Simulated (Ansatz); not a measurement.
# CH4AlNSSi: the cost of one run

All numbers below are computed with Ansatz 0.2.0 (RKS B3LYP/def2-SVP).

## 1. Starting point

Bond lengths: C1–N2 1.223 Å, N2–Al3 1.867 Å, Al3–Si4 2.172 Å, C1–S5 1.843 Å, Si4–S5 2.173 Å, C1–H6 1.150 Å, Al3–H7 1.652 Å, Si4–H8 1.482 Å, Si4–H9 1.519 Å. Angles: C1–N2–Al3 116.6°, N2–C1–S5 125.5°, N2–C1–H6 120.5°, S5–C1–H6 113.9°, N2–Al3–Si4 97.4°, N2–Al3–H7 121.8°, Si4–Al3–H7 127.0°, Al3–Si4–S5 92.7°, Al3–Si4–H8 114.8°, Al3–Si4–H9 115.7°, S5–Si4–H8 109.8°, S5–Si4–H9 110.0°, H8–Si4–H9 112.1°, C1–S5–Si4 93.7°.

Structure file:

```xyz
9

C     0.0375    1.4970   -0.8433
N     1.1420    0.9790   -0.7577
Al    1.1886   -0.8081   -0.2188
Si   -0.7946   -0.8850    0.6644
S    -1.5739    0.6125   -0.7041
H    -0.0649    2.6150   -1.0905
H     2.5663   -1.5043    0.3704
H    -1.5130   -2.1663    0.4675
H    -0.8995   -0.3859    2.0950
```

## 2. End point A

Input file input.yaml:

```yaml
crystal:
  periodic: [false, false, false]
  atoms:
    - { symbol: C, position_ang: [0.0375, 1.497, -0.8433] }
    - { symbol: "N", position_ang: [1.142, 0.979, -0.7577] }
    - { symbol: Al, position_ang: [1.1886, -0.8081, -0.2188] }
    - { symbol: Si, position_ang: [-0.7946, -0.885, 0.6644] }
    - { symbol: S, position_ang: [-1.5739, 0.6125, -0.7041] }
    - { symbol: H, position_ang: [-0.0649, 2.615, -1.0905] }
    - { symbol: H, position_ang: [2.5663, -1.5043, 0.3704] }
    - { symbol: H, position_ang: [-1.513, -2.1663, 0.4675] }
    - { symbol: H, position_ang: [-0.8995, -0.3859, 2.095] }
basis:
  gaussian: { orbitals: def2-SVP }
hamiltonian:
  xc: b3lyp
relax:
  f_tol: 0.02
  max_steps: 50
output:
  orbitals: {}
```

The run is started by

```sh
ansatz run input.yaml --threads 2 --pin off --max-ram 3072MiB --backend cpu --events-out ev --progress --plain --runs-dir out
```

Q: Estimate wall time and peak memory on 2 threads of Intel Xeon 6975P-C (Granite Rapids), shared host.

About 16 s, with a peak of 0.25 GiB.
